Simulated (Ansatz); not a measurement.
# WC: the cost of one run

Method: DFT PBEsol, scalar-relativistic, plane waves, PAW, in Ansatz 0.2.0.

## Step 1: The structure to begin with

Symmetry: P-6m2, No. 187, hexagonal system. The conventional cell has a = 2.901 Å, b = 2.901 Å, c = 2.829 Å, α = 90.00°, β = 90.00°, γ = 120.00°. W (site symmetry -6m2) is surrounded by 6 C at 2.19 Å. Around C (site symmetry -6m2) lie 6 W at 2.19 Å.

Coordinates:

```xyz
2
Lattice="2.9005 0.0000 0.0000 -1.4503 2.5119 0.0000 0.0000 0.0000 2.8290" Properties=species:S:1:pos:R:3 pbc="T T T"
W     0.0000    0.0000    0.0000
C     1.4503    0.8373    1.4145
```

The cell is taken as given, not relaxed at this level.

## Step 2: The reference cell

Reference values: F = -10503.7313 eV; pressure -0.74 GPa; largest force 0.000 eV/Å; gap on the mesh none (metal). It was computed beforehand with the settings of the runs below.

## Step 3: Next: an axial (c/a) deformation path

At fixed volume and fractional coordinates, lengths along (0.000, 0.000, 1.000) are scaled against those across it; ρ is that ratio over its starting value.

## Step 4: Point ρ = 0.850

Input file input.yaml:

```yaml
crystal:
  lattice:
    - [3.0619642063, 0.0, 0.0]
    - [-1.5309821031, 2.6517387881, 0.0]
    - [0.0, 0.0, 2.5385101132]
  atoms:
    - { symbol: W, position: [0.0, 0.0, 0.0] }
    - { symbol: C, position: [0.6666666667, 0.3333333333, 0.5] }
basis:
  ecutwfc: 420
kpoints:
  mp_grid: { grid: [24, 24, 18] }
hamiltonian:
  xc: pbesol
scf:
  occupations: { method: gaussian, width: 0.15 }
output:
  forces: true
  stress: true
  eigenvalues: true
```

Run with:

```console
ansatz run input.yaml --threads 1 --pin off --max-ram 2560MiB --backend cpu --events-out ev --progress --plain --runs-dir out
```

What time and memory should one allow on 1 thread of Arm Neoverse V1, shared host?

About 16 s, with a peak of 0.47 GiB.
